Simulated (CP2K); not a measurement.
Crystal: BiTe.

```
Bi Te
1.0
     4.57498    0.00000    0.00000
     2.28749    3.96205    0.00000
     2.28749    1.32068    3.73546
Bi Te
1 1
Cartesian
  0.0000 0.0000 0.0000
  4.5750 2.6414 1.8677
```

```yaml
Program: CP2K 2026.2
Task: single point
Functional: PBE
Potentials_or_basis: POTENTIAL_UZH Bi GTH-PBE-q5, Te GTH-PBE-q6; TZVP-MOLOPT-PBE-GTH basis
Density_cutoff: 6123 eV
k_mesh: 7 × 7 × 7
Occupations: fermi-dirac, width 0.05 eV
Spin: no spin polarisation
```

On this cell: pressure 1.5 GPa; largest force zero by symmetry; band gap on the k mesh none (metal or under the smearing width).

The same run follows on a disturbed copy (atoms moved at random, drawn with an rms of 0.05 Å):

```
CELL_PARAMETERS angstrom
4.57498 0.00000 0.00000
2.28749 3.96205 0.00000
2.28749 1.32068 3.73546
ATOMIC_POSITIONS crystal
Bi 0.98294 0.99120 0.02381
Te 0.49611 0.49225 0.50219
```

What does the disturbed cell give?

The energy (extrapolated to zero smearing) moves by +5.8 meV/atom; pressure 1.6 GPa; largest force 0.271 eV/Å; band gap on the k mesh none (metal or under the smearing width).

Forces on the atoms (eV/Å):
```
Bi   0.042 -0.079 -0.256
Te  -0.042  0.079  0.256
```

Stress tensor (GPa, compression positive):
```
1.63 0.03 0.00
0.03 1.73 0.02
0.00 0.02 1.48
```

Caveats: spin-orbit coupling is left out, which moves the levels of the heavy elements; the basis of atomic orbitals isn't converged, which shifts pressures, moduli and gaps.
